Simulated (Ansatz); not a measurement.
# HfIn4SiO6 (P312) in Ansatz: equation of state, part 2 of 2

Ansatz 0.2.0. Earlier steps stand in the parts before.

## Step 7: Single point, PBE, 22.07 Å³/atom (volume scaled by 1.04)

Contents of input.yaml:

```yaml
crystal:
  lattice:
    - [5.3468778325, 0.0, 0.0]
    - [-2.673443982, 4.6305336076, 0.0]
    - [0.0, 0.0, 10.6980008029]
  atoms:
    - { symbol: Hf, position: [0.66667, 0.33333, 0.0] }
    - { symbol: In, position: [0.0, 0.0, 0.30446] }
    - { symbol: In, position: [0.0, 0.0, 0.69554] }
    - { symbol: In, position: [0.33333, 0.66667, 0.78919] }
    - { symbol: In, position: [0.33333, 0.66667, 0.21081] }
    - { symbol: Si, position: [0.0, 0.0, 0.0] }
    - { symbol: O, position: [0.973, 0.70496, 0.89972] }
    - { symbol: O, position: [0.29504, 0.027, 0.10028] }
    - { symbol: O, position: [0.29504, 0.26804, 0.89972] }
    - { symbol: O, position: [0.73196, 0.70496, 0.10028] }
    - { symbol: O, position: [0.73196, 0.027, 0.89972] }
    - { symbol: O, position: [0.973, 0.26804, 0.10028] }
hamiltonian:
  xc: pbe
  pseudopotentials: { kind: paw }
kpoints:
  mp_grid: { grid: [6, 6, 3] }
scf:
  occupations: { method: fermi_dirac, width: 0.05 }
output:
  forces: true
  stress: true
  eigenvalues: true
```

Potentials or basis: Ansatz PAW.

Run with:

```
$ ansatz run input.yaml --threads 8 --pin off --max-ram 20480MiB --backend cpu --events-out ev --progress --plain --runs-dir out
```

Output:

```text
Warning: the atoms were moved onto the symmetric positions of the space group found under crystal.symmetry.tolerance 1.0e-5 (fractional; no operation is sought that the atoms, as they stand in a round, miss by more than twice it, and no atom is moved by as much as it), and the run uses the moved positions. Before a round's move an operation carried an atom to 5.79e-5 Å from where it should land, the largest such distance. Atom 0 (counting from 0) moved farthest, by 3.09e-5 Å; the longest move in fractions of the cell, of whichever atom, is 0.47 of the tolerance, in 1 round. To run the atoms as typed, lower crystal.symmetry.tolerance until the operations that they miss are no longer found, or set crystal.symmetry.detect: false (a key that needs symmetry detection or time reversal refuses this as the deck is read). The positions used, in the order of the run's atom list: position: [0.6666666666666666, 0.3333333333333333, 0.0]; position: [4.664483385587344e-17, -2.288894781717933e-18, 0.30446]; position: [4.664483385587344e-17, -2.288894781717933e-18, 0.69554]; position: [0.3333333333333334, 0.6666666666666666, 0.78919]; position: [0.3333333333333334, 0.6666666666666666, 0.21081]; position: [4.664483385587344e-17, -2.288894781717933e-18, 0.0]; position: [0.973, 0.70496, 0.89972]; position: [0.29504, 0.027000000000000014, 0.10028]; position: [0.29504, 0.26803999999999994, 0.89972]; position: [0.73196, 0.70496, 0.10028]; position: [0.73196, 0.027000000000000014, 0.89972]; position: [0.973, 0.26803999999999994, 0.10028]; The lattice was moved too: crystal.lattice, of which some number shows no typed digit to judge by, misses the space group found at crystal.symmetry.tolerance 1.0e-5 by more than rounding, which is why this is a warning: the operation that it misses by the most changes a squared length by the fraction 2.19e-6, and from 1e-6 on that is taken for a strain and not for rounding. The run uses the lattice that is a stretch of the typed one, with no rotation, onto the one that keeps every operation to a double's rounding (on a very oblique basis the stretch itself rounds by more); the deck's lattice vector that moved farthest moved by 3.06e-6 Å. To run the lattice as typed, set crystal.symmetry.tolerance under 5.05e-7, the least fraction by which an operation that the lattice misses changes a squared length (the same key also sets how far an atom may lie from its image, so lowering it can lose operations that the atoms keep only within it), or set crystal.symmetry.detect: false, as for the atoms. crystal.lattice made exact, in Å and degrees: [[5.346878741090346, 2.924712126342367e-6, 0.0], [-2.6734419034201733, 4.630531358383134, 0.0], [0.0, 0.0, 10.6980008029]]. Pasted over the deck's crystal.lattice, beside positions in fractional coordinates, it runs the same cell (given as lengths and angles, that cell in the form's own orientation, a rigid turn of the misfit's size from the one run here, for which a checkpoint.post_process_only pass over this run's state can be refused: where this run relaxes nothing, give such a pass this deck's own crystal.lattice, as typed; behind a relaxation, as crystal.lattice, the state's own cell, identity.cell in its checkpoint.json), and a matrix so pasted ends this notice, except on a very skew basis of the lattice, where the rounding of the pasted numbers themselves can read as a misfit: the cell is then moved again, and that move is told again. The lattice as run is in this notice's lattice.as_run_ang field (Run.prep()["deck_notices"] in Python, the deck_notice line of an events file, deck_notices of ansatz run --dry-run=json, or deck_notices in record.json in the deck's checkpoint.write directory).
Warning: RAYON_NUM_THREADS=8 ignored (pool sized by the plan → 8); use --threads N
Engine: ansatz 0.2.0, x86_64-unknown-linux-gnu
Pseudopotentials: kind: paw
Pseudopotential: Hf, paw, valence charge 26, recommended cutoff 420 eV (normal), Hf.paw.azcp
Pseudopotential: In, paw, valence charge 13, recommended cutoff 420 eV (normal), In.paw.azcp
Pseudopotential: Si, paw, valence charge 4, recommended cutoff 420 eV (normal), Si.paw.azcp
Pseudopotential: O, paw, valence charge 6, recommended cutoff 420 eV (normal), O.paw.azcp
Functional definition: PBE
  parameter kappa = 0.804
  parameter beta = 0.06672455060314922
  exchange = pbe_x(kappa = kappa, mu = beta*pi^2/3)
  correlation = pbe_c(beta = beta)
Crystal: 12 atoms, lattice volume = 264.871 Å³
Basis set: ecut = 420 eV, 5141 PW (Γ), exchange–correlation on 72×72×144 points (8 copies of the dense FFT grid, shifted against one another)
Bands: 71, of which v1, the nominal top of the filled ones, is band 59 counted from 1 (58 counted from 0)
Symmetry: 6 space group operations
[... 48 lines left out ...]
  Σ components = -42159.833090   (vs F -42159.833090, Δ=0.00e0)
--- Forces (eV/Å), atoms counted from 1 ---
  atom   1  Hf    -0.00000000     0.00000000    -0.00000000
  atom   2  In    -0.00000000     0.00000000    -0.28990088
  atom   3  In    -0.00000000     0.00000000     0.28990088
  atom   4  In     0.00000000    -0.00000000     0.28371554
  atom   5  In     0.00000000     0.00000000    -0.28371554
  atom   6  Si     0.00000000    -0.00000000     0.00000000
  atom   7  O     -0.16774710    -0.02519161     0.25219910
  atom   8  O     -0.06205715     0.15786899    -0.25219910
  atom   9  O      0.10569013    -0.13267745     0.25219910
  atom  10  O      0.16774713    -0.02519143    -0.25219910
  atom  11  O      0.06205698     0.15786906     0.25219910
  atom  12  O     -0.10568998    -0.13267756    -0.25219910
  max |Σ_I F_I| component: 1.11e-16 eV/Å
--- Stress (GPa, compression-positive) ---
       -2.999910       0.000000      -0.000000
        0.000000      -2.999910       0.000000
       -0.000000       0.000000      -2.892534
  P = ⅓ Tr σ = -2.9641 GPa (-29.641 kbar)
--- Band table (eV; the first three rows and the last of 17) ---
  k-point 0: bands = ["-56.0893", "-24.8776", "-24.8449", "-24.8449", "-13.8903", "-12.3111", "-12.3111", "-12.2861", "-11.7075", "-11.7075", "-8.2381", "-8.2381", "-8.2366", "-8.2366", "-8.1527", "-8.1520", "-8.1520", "-8.1418", "-8.1418", "-8.1294", "-7.8578", "-7.8578", "-7.8551", "-7.8551", "-7.8401", "-7.8187", "-7.8040", "-7.8040", "-7.7704", "-7.7704", "-5.9748", "-5.9655", "-5.9655", "-5.9257", "-5.9257", "-5.9253", "-5.9252", "-2.4658", "-0.5593", "-0.1264", "-0.1264", "-0.0620", "0.3741", "1.2376", "1.2376", "1.8501", "1.9997", "1.9997", "2.2336", "2.7676", "2.7676", "3.1487", "3.4056", "3.4056", "3.9164", "3.9164", "4.2926", "5.6423", "6.5168", "8.3135", "8.4288", "8.4288", "8.6120", "8.6120", "8.8518", "10.0898", "10.0898", "10.5604", "10.5972", "10.9525"]
  k-point 1: bands = ["-56.0893", "-24.8776", "-24.8449", "-24.8449", "-13.8903", "-12.3111", "-12.3111", "-12.2861", "-11.7075", "-11.7075", "-8.2378", "-8.2376", "-8.2371", "-8.2369", "-8.1507", "-8.1493", "-8.1483", "-8.1456", "-8.1431", "-8.1328", "-7.8581", "-7.8576", "-7.8552", "-7.8548", "-7.8399", "-7.8189", "-7.8040", "-7.8040", "-7.7703", "-7.7703", "-5.9748", "-5.9655", "-5.9655", "-5.9257", "-5.9257", "-5.9253", "-5.9252", "-2.4627", "-0.5271", "-0.1265", "-0.1265", "-0.1100", "0.3234", "1.2372", "1.2380", "1.8525", "1.9995", "2.0000", "2.5076", "2.7667", "2.7684", "3.1013", "3.4057", "3.4061", "3.9163", "3.9170", "3.9189", "5.9695", "6.3667", "8.3283", "8.3743", "8.6675", "8.6803", "8.7272", "8.9042", "9.6815", "10.0626", "10.0741", "10.7914", "10.8280"]
  k-point 2: bands = ["-56.0893", "-24.8774", "-24.8467", "-24.8453", "-13.8167", "-12.3812", "-12.3525", "-12.2090", "-11.7566", "-11.7083", "-8.2410", "-8.2399", "-8.2374", "-8.2354", "-8.1561", "-8.1503", "-8.1503", "-8.1413", "-8.1398", "-8.1307", "-7.8644", "-7.8630", "-7.8573", "-7.8543", "-7.8309", "-7.8174", "-7.8080", "-7.7984", "-7.7800", "-7.7720", "-5.9744", "-5.9664", "-5.9657", "-5.9313", "-5.9298", "-5.9236", "-5.9201", "-2.3602", "-0.5136", "-0.3316", "0.0359", "0.1513", "0.2656", "0.8567", "1.3054", "1.8891", "2.0769", "2.2571", "2.4760", "2.6005", "2.7285", "3.1479", "3.2285", "3.5029", "3.7362", "3.8110", "4.3552", "5.5442", "5.9957", "7.7311", "8.1973", "8.3108", "8.7623", "8.8647", "9.3978", "10.0464", "10.0578", "10.5266", "10.6728", "10.9478"]
  k-point 16: bands = ["-56.0893", "-24.8766", "-24.8515", "-24.8481", "-13.4731", "-12.6104", "-12.4079", "-12.1664", "-11.9271", "-11.6765", "-8.2655", "-8.2601", "-8.2192", "-8.2181", "-8.1642", "-8.1460", "-8.1433", "-8.1416", "-8.1416", "-8.1329", "-7.8964", "-7.8773", "-7.8486", "-7.8395", "-7.8365", "-7.8119", "-7.8050", "-7.8026", "-7.8008", "-7.7687", "-5.9729", "-5.9699", "-5.9666", "-5.9449", "-5.9399", "-5.9207", "-5.9074", "-1.7930", "-0.8359", "-0.4855", "0.2335", "0.3220", "0.5113", "0.8747", "1.2491", "1.3859", "1.9646", "2.0238", "2.8029", "3.0317", "3.0630", "3.0960", "3.2124", "3.5396", "3.8140", "3.8730", "4.1519", "4.2137", "4.9067", "6.7659", "7.3307", "8.7836", "9.1878", "9.2777", "9.6018", "9.7351", "10.4980", "10.6950", "11.4709", "11.4912"]
```

It took 3.9 s on 8 threads of AMD EPYC 7R43 (Zen 3), shared host; peak memory 1.2 GiB.

Results:

- Free energy: -42159.8331 eV
- Pressure: -3.0 GPa
- Largest force: 0.304 eV/Å
- Band gap on the k mesh: 0.25 eV, indirect (least direct gap 1.74 eV)

Caveat: odd divisions of the mesh miss points on the zone boundary, where band edges often lie, so the gap on the mesh can be too wide; the pressure holds a Pulay correction of +0.3 GPa for the finite cutoff; spin-orbit coupling is left out, which moves the levels of the heavy elements.

## Step 8: Single point, PBE, 22.50 Å³/atom (volume scaled by 1.06)

Edit input.yaml of step 7 so:

```diff
@@ -2,5 +2,5 @@
   lattice:
-    - [5.3468778325, 0.0, 0.0]
-    - [-2.673443982, 4.6305336076, 0.0]
-    - [0.0, 0.0, 10.6980008029]
+    - [5.3809352974, 0.0, 0.0]
+    - [-2.6904727468, 4.6600282475, 0.0]
+    - [0.0, 0.0, 10.7661427726]
   atoms:
```

Run with:

```
$ ansatz run input.yaml --threads 8 --pin off --max-ram 20480MiB --backend cpu --events-out ev --progress --plain --runs-dir out
```

Wall time 4.4 s (8 threads of AMD EPYC 7R43 (Zen 3), shared host); peak memory 1.2 GiB.

The run converged. Its results:

```
Free energy            : -42159.7180 eV
Pressure               : -4.2 GPa
Largest force          : 0.438 eV/Å
Band gap on the k mesh : 0.34 eV, indirect (least direct gap 1.76 eV)
```

Caveat: odd divisions of the mesh miss points on the zone boundary, where band edges often lie, so the gap on the mesh can be too wide; the pressure holds a Pulay correction of +0.3 GPa for the finite cutoff; spin-orbit coupling is left out, which moves the levels of the heavy elements.

## Step 9: Equation of state, PBE

Potentials or basis: Ansatz PAW.

No new run: the results of the series are fitted here.

What came out:

```yaml
Equilibrium_volume: 21.22 Å³/atom
Bulk_modulus_at_fixed_shape_and_positions: 82 GPa
Pressure_derivative_of_the_bulk_modulus: 4.1
```

Energy against volume, from the lowest point:
```
volume (Å³/atom)  energy (meV/atom)
          19.950              21.70
          20.375               9.31
          20.799               2.21
          21.224               0.00
          21.648               2.06
          22.073               8.07
          22.497              17.66
```

Caveat: the cell was scaled at fixed shape and fractional positions, which overstates the stiffness of a crystal with free parameters, most of all of layers and chains. Spin-orbit coupling is left out, which matters for the levels of Hf.
